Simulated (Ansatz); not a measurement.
# TiAl: an axial (c/a) deformation path

This session takes TiAl and sets out to follow an axial (c/a) deformation at fixed volume.

Method: DFT r2SCAN, scalar-relativistic, plane waves, PAW, in Ansatz 0.2.0.

### 1 The system as given

It takes space group P-6m2 (No. 187, hexagonal). Conventional cell: a = 2.867 Å, b = 2.867 Å, c = 4.678 Å, α = 90.00°, β = 90.00°, γ = 120.00°. Around Ti (site symmetry -6m2) lie 6 Al at 2.87 Å and 6 Ti at 2.87 Å. Al (site symmetry -6m2) has 6 Ti at 2.87 Å and 6 Al at 2.87 Å in its first shell of neighbours.

As a file:

```xyz
2
Lattice="2.8673 0.0000 0.0000 -1.4336 2.4831 0.0000 0.0000 0.0000 4.6781" Properties=species:S:1:pos:R:3 pbc="T T T"
Ti    0.0000    0.0000    0.0000
Al    0.0000    1.6554    2.3390
```

It goes back to an entry of the Materials Project, which need not be the stable form.

The cell is taken as given, not relaxed at this level.

### 2 Zero of energy

Reference values: F = -3045.3388 eV; pressure -1.07 GPa; largest force 0.000 eV/Å; gap on the mesh none (metal). It was computed beforehand with the settings of the runs below.

### 3 Setting up an axial (c/a) deformation path

At fixed volume and fractional coordinates, lengths along (0.000, 0.000, 1.000) are scaled against those across it; ρ is that ratio over its starting value.

### 4 ρ = 0.850

Input file input.yaml:

```yaml
crystal:
  lattice:
    - [3.0268746698, 0.0, 0.0]
    - [-1.5134373349, 2.6213503582, 0.0]
    - [0.0, 0.0, 4.1977239328]
  atoms:
    - { symbol: Ti, position: [0.0, 0.0, 0.0] }
    - { symbol: Al, position: [0.3333333333, 0.6666666667, 0.5] }
basis:
  ecutwfc: 500
kpoints:
  mp_grid: { grid: [24, 24, 12] }
hamiltonian:
  xc: r2scan
scf:
  occupations: { method: gaussian, width: 0.15 }
output:
  forces: true
  stress: true
  eigenvalues: true
```

Launch:

```
$ ansatz run input.yaml --threads 1 --pin off --max-ram 2560MiB --backend cpu --events-out ev --progress --plain --runs-dir out
```

The program printed, cut to the lines that bear on the results:

```text
Warning: RAYON_NUM_THREADS=1 ignored (pool sized by the plan → 1); use --threads N
[...]
Pseudopotentials: kind: paw
Pseudopotential: Ti, paw, valence charge 12, recommended cutoff 500 eV (meta_gga), Ti.paw.azcp
Pseudopotential: Al, paw, valence charge 3, recommended cutoff 500 eV (meta_gga), Al.paw.azcp
Functional definition: r2SCAN
[...]
Crystal: 2 atoms, lattice volume = 33.307 Å³
Basis set: ecut = 500 eV, 891 PW (Γ), exchange–correlation on 96×96×128 points (64 copies of the dense FFT grid, shifted against one another)
Bands: 12, of which v1, the nominal top of the filled ones, is band 8 counted from 1 (7 counted from 0)
Symmetry: 12 space group operations
Space group: P-6m2 (ITA 187), of the structure as read, at distance tolerance 3.2e-5 Å
k-points: 427 of 6912 (time reversal used)
[...]
SCF iter   1: F=—  HF=-3045.119725 eV  |F-HF|=—  |Δ(HF+E_count)|=         —  Δρ=1.60e-2  dr2=9.52e-2  dr2_τ=1.30e-2  ethr=1.77e-3  ⟨swp⟩=5.0  Hψ=26006  notcnv=0
[...]
SCF iter   7: F=-3045.131876 eV  HF=-3045.131876 eV  |F-HF|=8.64e-10  |Δ(HF+E_count)|=   1.35e-7  Δρ=2.71e-6  dr2=3.07e-9  dr2_τ=1.51e-10  ethr=6.67e-10  ⟨swp⟩=5.6  Hψ=22163  notcnv=0
[...]
SCF converged after 7 iterations
Free energy (F): -3045.131876 eV
[...]
E sigma→0 (E₀):  -3045.117646 eV
Entropy (-TS):   -0.028461 eV (-14.230 meV/atom)
Fermi energy:    10.329537 eV
[...]
--- Forces (eV/Å), atoms counted from 1 ---
  atom   1  Ti     0.00000000     0.00000000     0.00000000
  atom   2  Al     0.00000000     0.00000000     0.00000000
[...]
--- Stress (GPa, compression-positive) ---
       -4.288440      -0.000000       0.000000
       -0.000000      -4.288440       0.000000
        0.000000       0.000000      15.329800
  P = ⅓ Tr σ = 2.2510 GPa (22.510 kbar)
--- Band table (eV; the first three rows and the last of 427) ---
  k-point 0: bands = ["-48.6457", "-23.9247", "-23.6047", "-23.6047", "1.1465", "8.5109", "9.7912", "11.5534", "11.5534", "12.8313", "12.8313", "16.4897"]
[...]
```

It took 13 s on 1 thread of Intel Xeon 6975P-C (Granite Rapids), shared host; peak memory 0.68 GiB.

### 5 ρ = 1.200

input.yaml, as its differences from that of step 4:

```diff
@@ -2,5 +2,5 @@
   lattice:
-    - [3.0268746698, 0.0, 0.0]
-    - [-1.5134373349, 2.6213503582, 0.0]
-    - [0.0, 0.0, 4.1977239328]
+    - [2.6981970652, 0.0, 0.0]
+    - [-1.3490985326, 2.3367072029, 0.0]
+    - [0.0, 0.0, 5.2826935789]
   atoms:
```

Launch:

```
$ ansatz run input.yaml --threads 1 --pin off --max-ram 2560MiB --backend cpu --events-out ev --progress --plain --runs-dir out
```

The program printed, cut to the lines that bear on the results:

```text
Warning: RAYON_NUM_THREADS=1 ignored (pool sized by the plan → 1); use --threads N
[...]
[... 4 set-up lines as earlier in the session ...]
[...]
Crystal: 2 atoms, lattice volume = 33.307 Å³
Basis set: ecut = 500 eV, 835 PW (Γ), exchange–correlation on 80×80×160 points (64 copies of the dense FFT grid, shifted against one another)
Bands: 12, of which v1, the nominal top of the filled ones, is band 8 counted from 1 (7 counted from 0)
[... 2 set-up lines as earlier in the session ...]
k-points: 427 of 6912 (time reversal used)
[...]
SCF iter   1: F=—  HF=-3044.860833 eV  |F-HF|=—  |Δ(HF+E_count)|=         —  Δρ=1.56e-2  dr2=1.26e-1  dr2_τ=1.70e-2  ethr=1.77e-3  ⟨swp⟩=5.0  Hψ=26250  notcnv=0
[...]
SCF iter   6: F=-3044.882250 eV  HF=-3044.882250 eV  |F-HF|=9.44e-9  |Δ(HF+E_count)|=   4.97e-6  Δρ=1.21e-5  dr2=4.31e-8  dr2_τ=2.82e-9  ethr=6.67e-10  ⟨swp⟩=4.4  Hψ=20166  notcnv=0
[...]
SCF converged after 6 iterations
Free energy (F): -3044.882250 eV
[...]
E sigma→0 (E₀):  -3044.872220 eV
Entropy (-TS):   -0.020061 eV (-10.030 meV/atom)
Fermi energy:    10.715187 eV
[...]
--- Forces (eV/Å), atoms counted from 1 ---
  atom   1  Ti     0.00000000    -0.00000000     0.00000000
  atom   2  Al     0.00000000     0.00000000     0.00000000
[...]
--- Stress (GPa, compression-positive) ---
       12.566731       0.000000       0.000000
       -0.000000      12.566731       0.000000
        0.000000       0.000000     -22.644460
  P = ⅓ Tr σ = 0.8297 GPa (8.297 kbar)
--- Band table (eV; the first three rows and the last of 427) ---
  k-point 0: bands = ["-48.3153", "-23.5977", "-22.8967", "-22.8967", "0.6695", "7.1655", "7.2822", "12.0405", "12.0405", "12.6684", "14.1411", "14.1411"]
[...]
```

Run time: 12 s. Hardware: 1 thread of Intel Xeon 6975P-C (Granite Rapids), shared host; peak memory 0.67 GiB.

### 6 ρ = 0.920

input.yaml, as its differences from that of step 5:

```diff
@@ -2,5 +2,5 @@
   lattice:
-    - [2.6981970652, 0.0, 0.0]
-    - [-1.3490985326, 2.3367072029, 0.0]
-    - [0.0, 0.0, 5.2826935789]
+    - [2.9480723564, 0.0, 0.0]
+    - [-1.4740361782, 2.5531055528, 0.0]
+    - [0.0, 0.0, 4.4251344905]
   atoms:
```

Launch:

```
$ ansatz run input.yaml --threads 1 --pin off --max-ram 2560MiB --backend cpu --events-out ev --progress --plain --runs-dir out
```

The program printed, cut to the lines that bear on the results:

```text
Warning: RAYON_NUM_THREADS=1 ignored (pool sized by the plan → 1); use --threads N
[...]
[... 4 set-up lines as earlier in the session ...]
[...]
Crystal: 2 atoms, lattice volume = 33.307 Å³
Basis set: ecut = 500 eV, 869 PW (Γ), exchange–correlation on 96×96×144 points (64 copies of the dense FFT grid, shifted against one another)
Bands: 12, of which v1, the nominal top of the filled ones, is band 8 counted from 1 (7 counted from 0)
[... 2 set-up lines as earlier in the session ...]
k-points: 427 of 6912 (time reversal used)
[...]
SCF iter   1: F=—  HF=-3045.283967 eV  |F-HF|=—  |Δ(HF+E_count)|=         —  Δρ=1.78e-2  dr2=1.30e-1  dr2_τ=1.34e-2  ethr=1.77e-3  ⟨swp⟩=5.0  Hψ=26075  notcnv=0
[...]
SCF iter   7: F=-3045.292457 eV  HF=-3045.292457 eV  |F-HF|=1.98e-9  |Δ(HF+E_count)|=   1.18e-8  Δρ=4.90e-6  dr2=3.66e-9  dr2_τ=3.29e-10  ethr=6.67e-10  ⟨swp⟩=5.6  Hψ=22187  notcnv=0
[...]
SCF converged after 7 iterations
Free energy (F): -3045.292457 eV
[...]
E sigma→0 (E₀):  -3045.278490 eV
Entropy (-TS):   -0.027934 eV (-13.967 meV/atom)
Fermi energy:    10.363749 eV
[...]
--- Forces (eV/Å), atoms counted from 1 ---
  atom   1  Ti     0.00000000    -0.00000000     0.00000000
  atom   2  Al     0.00000000    -0.00000000    -0.00000000
[...]
--- Stress (GPa, compression-positive) ---
       -2.842407       0.000000       0.000000
        0.000000      -2.842407      -0.000000
        0.000000      -0.000000       6.689664
  P = ⅓ Tr σ = 0.3350 GPa (3.350 kbar)
--- Band table (eV; the first three rows and the last of 427) ---
  k-point 0: bands = ["-48.5767", "-23.8517", "-23.4768", "-23.4768", "1.0651", "8.2720", "9.0265", "11.7057", "11.7057", "13.1212", "13.1212", "15.5744"]
[...]
```

It took 14 s on 1 thread of Intel Xeon 6975P-C (Granite Rapids), shared host; peak memory 0.7 GiB.

### 7 ρ = 1.100

input.yaml, as its differences from that of step 6:

```diff
@@ -2,5 +2,5 @@
   lattice:
-    - [2.9480723564, 0.0, 0.0]
-    - [-1.4740361782, 2.5531055528, 0.0]
-    - [0.0, 0.0, 4.4251344905]
+    - [2.7776009532, 0.0, 0.0]
+    - [-1.3888004766, 2.4054729871, 0.0]
+    - [0.0, 0.0, 4.9849757086]
   atoms:
```

Launch:

```
$ ansatz run input.yaml --threads 1 --pin off --max-ram 2560MiB --backend cpu --events-out ev --progress --plain --runs-dir out
```

The program printed, cut to the lines that bear on the results:

```text
[...]
SCF converged after 7 iterations
Free energy (F): -3045.208882 eV
[...]
E sigma→0 (E₀):  -3045.198944 eV
Entropy (-TS):   -0.019877 eV (-9.938 meV/atom)
Fermi energy:    10.561860 eV
[...]
--- Forces (eV/Å), atoms counted from 1 ---
  atom   1  Ti     0.00000000    -0.00000000     0.00000000
  atom   2  Al     0.00000000     0.00000000     0.00000000
[...]
--- Stress (GPa, compression-positive) ---
        5.057688       0.000000       0.000000
        0.000000       5.057688       0.000000
        0.000000       0.000000     -13.547014
  P = ⅓ Tr σ = -1.1439 GPa (-11.439 kbar)
--- Band table (eV; the first three rows and the last of 427) ---
  k-point 0: bands = ["-48.3640", "-23.6334", "-23.0820", "-23.0820", "0.8191", "7.6259", "7.6639", "11.9744", "11.9744", "13.5866", "13.8499", "13.8499"]
[...]
```

It took 15 s on 1 thread of Intel Xeon 6975P-C (Granite Rapids), shared host; peak memory 0.69 GiB.

### 8 Point ρ = 0.960

input.yaml, as its differences from that of step 7:

```diff
@@ -2,5 +2,5 @@
   lattice:
-    - [2.7776009532, 0.0, 0.0]
-    - [-1.3888004766, 2.4054729871, 0.0]
-    - [0.0, 0.0, 4.9849757086]
+    - [2.9065446789, 0.0, 0.0]
+    - [-1.4532723394, 2.5171415292, 0.0]
+    - [0.0, 0.0, 4.5524873213]
   atoms:
```

Launch:

```
$ ansatz run input.yaml --threads 1 --pin off --max-ram 2560MiB --backend cpu --events-out ev --progress --plain --runs-dir out
```

The program printed, cut to the lines that bear on the results:

```text
[...]
SCF converged after 7 iterations
Free energy (F): -3045.332503 eV
[...]
E sigma→0 (E₀):  -3045.318491 eV
Entropy (-TS):   -0.028024 eV (-14.012 meV/atom)
Fermi energy:    10.388051 eV
[...]
--- Forces (eV/Å), atoms counted from 1 ---
  atom   1  Ti     0.00000000     0.00000000     0.00000000
  atom   2  Al     0.00000000     0.00000000     0.00000000
[...]
--- Stress (GPa, compression-positive) ---
       -1.814282       0.000000       0.000000
        0.000000      -1.814282       0.000000
        0.000000       0.000000       2.181792
  P = ⅓ Tr σ = -0.4823 GPa (-4.823 kbar)
--- Band table (eV; the first three rows and the last of 427) ---
  k-point 0: bands = ["-48.5186", "-23.7846", "-23.3873", "-23.3873", "1.0152", "8.1306", "8.6591", "11.7815", "11.7815", "13.3041", "13.3041", "15.0940"]
[...]
```

Run time: 14 s. Hardware: 1 thread of Intel Xeon 6975P-C (Granite Rapids), shared host; peak memory 0.7 GiB.

### 9 Point ρ = 1.050

input.yaml, as its differences from that of step 8:

```diff
@@ -2,5 +2,5 @@
   lattice:
-    - [2.9065446789, 0.0, 0.0]
-    - [-1.4532723394, 2.5171415292, 0.0]
-    - [0.0, 0.0, 4.5524873213]
+    - [2.8210079793, 0.0, 0.0]
+    - [-1.4105039896, 2.4430645743, 0.0]
+    - [0.0, 0.0, 4.8327476944]
   atoms:
```

Launch:

```
$ ansatz run input.yaml --threads 1 --pin off --max-ram 2560MiB --backend cpu --events-out ev --progress --plain --runs-dir out
```

The program printed, cut to the lines that bear on the results:

```text
Warning: RAYON_NUM_THREADS=1 ignored (pool sized by the plan → 1); use --threads N
[...]
[... 4 set-up lines as earlier in the session ...]
[...]
Crystal: 2 atoms, lattice volume = 33.307 Å³
Basis set: ecut = 500 eV, 845 PW (Γ), exchange–correlation on 96×96×144 points (64 copies of the dense FFT grid, shifted against one another)
Bands: 12, of which v1, the nominal top of the filled ones, is band 8 counted from 1 (7 counted from 0)
[... 2 set-up lines as earlier in the session ...]
k-points: 427 of 6912 (time reversal used)
[...]
SCF iter   1: F=—  HF=-3045.288963 eV  |F-HF|=—  |Δ(HF+E_count)|=         —  Δρ=1.70e-2  dr2=1.49e-1  dr2_τ=1.45e-2  ethr=1.77e-3  ⟨swp⟩=5.0  Hψ=25949  notcnv=0
[...]
SCF iter   7: F=-3045.299989 eV  HF=-3045.299989 eV  |F-HF|=1.02e-9  |Δ(HF+E_count)|=   4.69e-8  Δρ=3.98e-6  dr2=3.97e-9  dr2_τ=3.16e-10  ethr=6.67e-10  ⟨swp⟩=4.9  Hψ=16083  notcnv=0
[...]
SCF converged after 7 iterations
Free energy (F): -3045.299989 eV
[...]
E sigma→0 (E₀):  -3045.288557 eV
Entropy (-TS):   -0.022865 eV (-11.433 meV/atom)
Fermi energy:    10.484610 eV
[...]
--- Forces (eV/Å), atoms counted from 1 ---
  atom   1  Ti    -0.00000000     0.00000000     0.00000000
  atom   2  Al     0.00000000    -0.00000000     0.00000000
[...]
--- Stress (GPa, compression-positive) ---
        1.884612      -0.000000       0.000000
        0.000000       1.884612       0.000000
        0.000000       0.000000      -7.936598
  P = ⅓ Tr σ = -1.3891 GPa (-13.891 kbar)
--- Band table (eV; the first three rows and the last of 427) ---
  k-point 0: bands = ["-48.4002", "-23.6633", "-23.1794", "-23.1794", "0.8908", "7.8078", "7.9739", "11.9238", "11.9238", "13.6815", "13.6815", "14.0981"]
[...]
```

Wall time 13 s (1 thread of Intel Xeon 6975P-C (Granite Rapids), shared host); peak memory 0.69 GiB.

### 10 At ρ = 0.800

input.yaml, as its differences from that of step 9:

```diff
@@ -2,5 +2,5 @@
   lattice:
-    - [2.8210079793, 0.0, 0.0]
-    - [-1.4105039896, 2.4430645743, 0.0]
-    - [0.0, 0.0, 4.8327476944]
+    - [3.0886646098, 0.0, 0.0]
+    - [-1.5443323049, 2.6748620158, 0.0]
+    - [0.0, 0.0, 4.0314497192]
   atoms:
```

Launch:

```
$ ansatz run input.yaml --threads 1 --pin off --max-ram 2560MiB --backend cpu --events-out ev --progress --plain --runs-dir out
```

The program printed, cut to the lines that bear on the results:

```text
[...]
SCF converged after 7 iterations
Free energy (F): -3044.941675 eV
[...]
E sigma→0 (E₀):  -3044.926587 eV
Entropy (-TS):   -0.030177 eV (-15.088 meV/atom)
Fermi energy:    10.324176 eV
[...]
--- Forces (eV/Å), atoms counted from 1 ---
  atom   1  Ti    -0.00000000     0.00000000     0.00000000
  atom   2  Al     0.00000000     0.00000000     0.00000000
[...]
--- Stress (GPa, compression-positive) ---
       -4.422905       0.000000       0.000000
        0.000000      -4.422905       0.000000
        0.000000       0.000000      20.577890
  P = ⅓ Tr σ = 3.9107 GPa (39.107 kbar)
--- Band table (eV; the first three rows and the last of 427) ---
  k-point 0: bands = ["-48.6563", "-23.9290", "-23.6615", "-23.6615", "1.1997", "8.6745", "10.4518", "11.4297", "11.4297", "12.6643", "12.6643", "17.1956"]
[...]
```

It took 13 s on 1 thread of Intel Xeon 6975P-C (Granite Rapids), shared host; peak memory 0.69 GiB.

### 11 At ρ = 1.300

input.yaml, as its differences from that of step 10:

```diff
@@ -2,5 +2,5 @@
   lattice:
-    - [3.0886646098, 0.0, 0.0]
-    - [-1.5443323049, 2.6748620158, 0.0]
-    - [0.0, 0.0, 4.0314497192]
+    - [2.6271586311, 0.0, 0.0]
+    - [-1.3135793155, 2.2751861143, 0.0]
+    - [0.0, 0.0, 5.5722444176]
   atoms:
```

Launch:

```
$ ansatz run input.yaml --threads 1 --pin off --max-ram 2560MiB --backend cpu --events-out ev --progress --plain --runs-dir out
```

The program printed, cut to the lines that bear on the results:

```text
[...]
SCF converged after 7 iterations
Free energy (F): -3044.422207 eV
[...]
E sigma→0 (E₀):  -3044.411319 eV
Entropy (-TS):   -0.021777 eV (-10.888 meV/atom)
Fermi energy:    10.828787 eV
[...]
--- Forces (eV/Å), atoms counted from 1 ---
  atom   1  Ti    -0.00000000     0.00000000     0.00000000
  atom   2  Al     0.00000000    -0.00000000     0.00000000
[...]
--- Stress (GPa, compression-positive) ---
       19.829294       0.000000       0.000000
        0.000000      19.829294       0.000000
        0.000000       0.000000     -27.013498
  P = ⅓ Tr σ = 4.2150 GPa (42.150 kbar)
--- Band table (eV; the first three rows and the last of 427) ---
  k-point 0: bands = ["-48.2503", "-23.5386", "-22.6817", "-22.6817", "0.4969", "6.7918", "7.0027", "11.8992", "12.1047", "12.1047", "14.4260", "14.4260"]
[...]
```

Wall time 14 s (1 thread of Intel Xeon 6975P-C (Granite Rapids), shared host); peak memory 0.67 GiB.

### 12 Results of the scan

The scan, with free energies counted from the undisturbed cell:

| ρ | ΔE (meV/atom) | pressure (GPa) | space group |
| --- | --- | --- | --- |
| 0.800 | 198.6 | 3.9 | P-6m2 |
| 0.850 | 103.5 | 2.3 | P-6m2 |
| 0.920 | 23.2 | 0.3 | P-6m2 |
| 0.960 | 3.2 | -0.5 | P-6m2 |
| 1.000 | 0.0 | -1.1 | P-6m2 |
| 1.050 | 19.4 | -1.4 | P-6m2 |
| 1.100 | 65.0 | -1.1 | P-6m2 |
| 1.200 | 228.3 | 0.8 | P-6m2 |
| 1.300 | 458.3 | 4.2 | P-6m2 |

### 13 What came out

| quantity | value |
| --- | --- |
| highest point | 458.3 meV/atom at ρ = 1.300 |

**Reading.** No sampled point lies below the undisturbed cell. No further minimum shows among the sampled points.
